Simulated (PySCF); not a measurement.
# ZrO(OH)2: relaxation and vibrations of the singlet

Where does singlet ZrO(OH)2 go from a T-shaped (ligand arrangement 2) start, is the end point a minimum, and what are its modes, charges and moments?

Computed with PySCF 2.14.0. Level: PBE0, basis Zr def2-SVP with ECP28, O def2-SVP, H def2-SVP, scalar-relativistic core potentials, no spin–orbit coupling, density fitting.

**1. Where the work starts**

6 atoms, charge 0, spin multiplicity 1.

Bond lengths: Zr1–O2 1.840 Å, Zr1–O3 2.170 Å, Zr1–O4 2.170 Å, O3–H5 0.960 Å, O4–H6 0.960 Å. Angles: O2–Zr1–O3 88.0°, O2–Zr1–O4 176.0°, O3–Zr1–O4 88.0°, Zr1–O3–H5 130.0°, Zr1–O4–H6 130.0°.

```xyz
6
charge 0 multiplicity 1
Zr    0.0631   -0.0053   -0.2849
O     1.9020   -0.0053   -0.2207
O     0.0631   -0.0053    1.8851
O    -2.1056   -0.0053   -0.2092
H    -0.6723   -0.0053    2.5022
H    -2.7223    0.7301   -0.1876
```

**2. Relaxation: T-shaped (ligand arrangement 2) start, singlet**

The steps below are one call of a driver around PySCF. For each, scf.py gives the equivalent set-up of the SCF; relaxations use the driver's own optimiser. Before each start the driver seeks the lowest SCF state from one or more starting densities and follows internal instabilities, so scf.py alone need not reach the same state.

The program finds C1 symmetry in the start.

Contents of scf.py:

```python
from pyscf import gto, scf, dft
mol = gto.M(atom='''
Zr     0.063068    -0.005298    -0.284862
O      1.901968    -0.005298    -0.220662
O      0.063068    -0.005298     1.885138
O     -2.105632    -0.005298    -0.209162
H     -0.672332    -0.005298     2.502238
H     -2.722332     0.730102    -0.187562''',
    basis={'Zr': 'def2-SVP', 'O': 'def2-SVP', 'H': 'def2-SVP'},
    ecp={'Zr': 'def2-SVP'},
    charge=0, spin=0)
mf = dft.RKS(mol, xc='PBE0')
mf.grids.atom_grid = (50, 194)
aux = {'Zr': 'def2-universal-JKFIT', 'O': 'def2-universal-JKFIT', 'H': 'def2-universal-JKFIT'}
mf = mf.density_fit(auxbasis=aux)
mf.kernel()
```

The optimiser's trace (not every step is listed):

```
step  energy (Eh)  change (kJ/mol)  largest gradient (Eh/bohr)
   0  -273.551042             0.00                     0.11167
   1  -273.586385           -92.79                     0.07548
   2  -273.607224          -147.50                     0.07344
   3  -273.620494          -182.35                     0.03414
   4  -273.633671          -216.94                     0.03527
   5  -273.638841          -230.52                     0.03209
   6  -273.640054          -233.70                     0.03426
   7  -273.642291          -239.57                     0.02341
   8  -273.643280          -242.17                     0.01137
   9  -273.643800          -243.54                     0.00947
  10  -273.644438          -245.21                     0.00725
  12  -273.645987          -249.28                     0.01600
  14  -273.647000          -251.94                     0.01351
  16  -273.647831          -254.12                     0.01737
  18  -273.648856          -256.81                     0.00413
  20  -273.649441          -258.35                     0.00563
  22  -273.649992          -259.79                     0.00837
  24  -273.650627          -261.46                     0.01322
  26  -273.650986          -262.40                     0.01816
  28  -273.651427          -263.56                     0.00313
  30  -273.651874          -264.73                     0.00931
  32  -273.652158          -265.48                     0.00829
  34  -273.652351          -265.99                     0.00240
  36  -273.652545          -266.50                     0.00520
  38  -273.652635          -266.73                     0.00272
  40  -273.652788          -267.13                     0.00217
  42  -273.652920          -267.48                     0.00348
  43  -273.653015          -267.73                     0.00431
  44  -273.653040          -267.80                     0.00232
  45  -273.653079          -267.90                     0.00126
  46  -273.653082          -267.91                     0.00093
  47  -273.653084          -267.91                     0.00022
```

The walk needed 2.2 min of wall time on 4 threads, shared host.

It settles in Cs symmetry, 267.9 kJ/mol below the start, after 47 steps: O–H 0.959 Å (×2), Zr–O 1.751 Å, Zr–O 1.965 Å (×2); H–O–Zr 141.6°, H–O–Zr 142.1°, O–Zr–O 114.0° (×2), O–Zr–O 118.9°.

**3. Vibrations and properties at this point**

On the finer grid the gradient is checked again; gradients at displacements of ±0.01 bohr then give force constants and infrared intensities.

Changes to scf.py since step 2:

```diff
@@ -3,6 +3,6 @@
-Zr     0.063068    -0.005298    -0.284862
-O      1.901968    -0.005298    -0.220662
-O      0.063068    -0.005298     1.885138
-O     -2.105632    -0.005298    -0.209162
-H     -0.672332    -0.005298     2.502238
-H     -2.722332     0.730102    -0.187562''',
+Zr     0.033923    -0.161527    -0.047843
+O      1.439999     0.540279    -0.820572
+O      0.123682    -0.142603     1.914034
+O     -1.661593     0.320162    -0.914202
+H      0.670090     0.168825     2.638413
+H     -2.017223     0.865410    -1.618834''',
@@ -13 +13 @@
-mf.grids.atom_grid = (50, 194)
+mf.grids.atom_grid = (75, 302)
```

The driver hands on the density of the step before, so the log starts near convergence.

Log of the central SCF (cycles and frontier levels):

```text
init E= -273.653056312516
  HOMO = -0.290985081399436  LUMO = -0.0833477581751438  gap/eV = 5.65010
cycle= 1 E= -273.653056312488  delta_E= 2.76e-11  |g|= 1.24e-05  |ddm|= 1.16e-05
  HOMO = -0.290988095116979  LUMO = -0.0833466891029957  gap/eV = 5.65021
cycle= 2 E= -273.653056312257  delta_E= 2.31e-10  |g|= 3.56e-05  |ddm|= 3.15e-05
  HOMO = -0.290985714860007  LUMO = -0.0833474061663679  gap/eV = 5.65013
cycle= 3 E= -273.65305631252  delta_E= -2.63e-10  |g|= 1.69e-06  |ddm|= 2.33e-05
  HOMO = -0.290985781336037  LUMO = -0.0833474459527572  gap/eV = 5.65013
cycle= 4 E= -273.65305631252  delta_E= -6.82e-13  |g|= 2.01e-07  |ddm|= 1.2e-06
  HOMO = -0.290985791697448  LUMO = -0.0833474501014528  gap/eV = 5.65013
Extra cycle  E= -273.653056312519  delta_E= 1.48e-12  |g|= 3.02e-07  |ddm|= 3.42e-07
converged SCF energy = -273.653056312519
```

The whole step took 2.2 min.

Geometry: Cs; O–H 0.959 Å (×2), Zr–O 1.751 Å, Zr–O 1.964 Å (×2); H–O–Zr 141.6° (×2), O–Zr–O 113.6° (×2), O–Zr–O 118.5°.

Harmonic modes (main isotopes):

| symmetry | ω (cm⁻¹) | IR (km/mol) |
| --- | --- | --- |
| a' | 90 | 28.7 |
| a' | 170 | 2.4 |
| a'' | 188 | 24.9 |
| a' | 344 | 297 |
| a'' | 382 | 8.4 |
| a'' | 491 | 83.9 |
| a' | 518 | 261 |
| a' | 679 | 68.9 |
| a'' | 699 | 216 |
| a' | 964 | 216 |
| a'' | 3969 | 296 |
| a' | 3974 | 43.1 |

Every mode is real; the point is a minimum.

Constants and moments:

* Dipole moment: 2.84 D
* Highest occupied level: -7.92 eV
* Lowest empty level: -2.27 eV
* Rotational constants: 0.2097, 0.1525, 0.0946 cm⁻¹
* Zero-point energy: 74.6 kJ/mol
* Principal polarisabilities: 26.8, 41.7, 45.7 bohr³
* Atomisation energy without zero-point energy: 2647 kJ/mol
* Principal traceless quadrupole moments about the centre of mass: -17.92, 8.84, 9.08 D Å
* Entropy at 298.15 K and 1 bar: 331.1 J/(mol K)
* Heat capacity Cp at 298.15 K: 89.3 J/(mol K)
* Enthalpy at 298.15 K above 0 K: 18.73 kJ/mol
* Rotational symmetry number: 1

Populations by atom (charges in e):

```csv
atom,Mulliken,Löwdin,polar tensor,Mayer order to Zr1
Zr1,0.98,0.43,2.36,–
O2,-0.40,-0.23,-1.00,2.32
"O3,4",-0.49,-0.20,-1.02,1.15
"H5,6",0.20,0.10,0.34,0.04
```

Mulliken populations on Zr1 (outside its core potential): s 2.18, p 6.39, d 2.29, f 0.15.

**4. Results**

| quantity | value |
| --- | --- |
| minimum | singlet, Cs |
| geometry | O–H 0.959 Å (×2), Zr–O 1.751 Å, Zr–O 1.964 Å (×2); H–O–Zr 141.6° (×2), O–Zr–O 113.6° (×2), O–Zr–O 118.5° |
| wavenumbers (cm⁻¹) | 90 (a'), 170 (a'), 188 (a''), 344 (a'), 382 (a''), 491 (a''), 518 (a'), 679 (a'), 699 (a''), 964 (a'), 3969 (a''), 3974 (a') |
| dipole moment | 2.84 D |
| highest occupied, lowest empty level | -7.92, -2.27 eV |
| polar-tensor charge of Zr1 | +2.36 e |
| zero-point energy | 74.6 kJ/mol |
| entropy at 298.15 K | 331.1 J/(mol K) |
| atomisation energy (no zero-point energy) | 2647 kJ/mol |

What this shows: From C1 at the start the molecule goes to a Cs minimum. In the infrared the band at 344 cm⁻¹ (a') leads. Only this shape and spin were tried, so other structures or states may lie lower. Whether spin polarisation would lower the closed shell was not checked.

The search up to here took 4.5 min.
